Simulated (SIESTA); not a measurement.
The system is Cu3Ge.

```xyz
8
Lattice="5.2347 0.0000 0.0000 -2.6173 4.5333 0.0000 0.0000 0.0000 4.1655" Properties=species:S:1:pos:R:3 pbc="T T T"
Ge    0.0000    3.0222    3.1241
Ge    2.6173    1.5111    1.0414
Cu    0.0000    1.4925    1.0414
Cu   -1.3248    3.7871    1.0414
Cu    1.3248    3.7871    1.0414
Cu    2.6173    3.0409    3.1241
Cu    3.9422    0.7462    3.1241
Cu    1.2925    0.7462    3.1241
```

The cell comes from a database or a generator and needn't be the stable form of this composition.

| Quantity | Value |
| --- | --- |
| Program | SIESTA 5.4.2 |
| Task | single point |
| Functional | PBEsol |
| Potentials or basis | PseudoDojo 0.4 standard (PBEsol files) |
| Basis | DZP (energy shift 0.003 Ry; two zetas on semicore shells) |
| Grid cutoff | 800 Ry |
| Energy shift | 0.003 Ry |
| k mesh | 6 × 6 × 7 |
| Occupations | fermi-dirac, width 0.05 eV |
| Spin | no spin polarisation |

On this cell: pressure -0.1 GPa; largest force 0.117 eV/Å; band gap on the k mesh none (metal or under the smearing width).

The same run follows on a disturbed copy (atoms moved at random, drawn with an rms of 0.05 Å):

```
Ge Cu
1.0
     5.23466    0.00000    0.00000
    -2.61733    4.53335    0.00000
     0.00000    0.00000    4.16549
Ge Cu
2 6
Direct
  0.32750 0.66185 0.74718
  0.67019 0.32866 0.24998
  0.15912 0.32362 0.23633
  0.14270 0.82386 0.25188
  0.67065 0.83599 0.23832
  0.84870 0.68370 0.75283
  0.83637 0.16315 0.75625
  0.32689 0.15563 0.75497
```

Question: What does the disturbed cell give?

Answer: The energy (extrapolated to zero smearing) moves by +11.3 meV/atom; pressure 0.7 GPa; largest force 0.643 eV/Å; band gap on the k mesh none (metal or under the smearing width).

Forces on the atoms (eV/Å):
```
Ge   0.289  0.031 -0.191
Ge  -0.450 -0.042  0.180
Cu   0.282  0.044  0.491
Cu   0.498  0.341  0.049
Cu  -0.184 -0.179  0.404
Cu  -0.430 -0.435 -0.197
Cu  -0.058 -0.065 -0.487
Cu   0.055  0.306 -0.255
```

Stress tensor (GPa, compression positive):
```
 0.22  0.42 -0.04
 0.42 -0.14  0.08
-0.04  0.08  1.98
```

Caveats: short orbitals over semicore shells can move pressures by several GPa; the basis of atomic orbitals isn't converged, which shifts pressures, moduli and gaps.
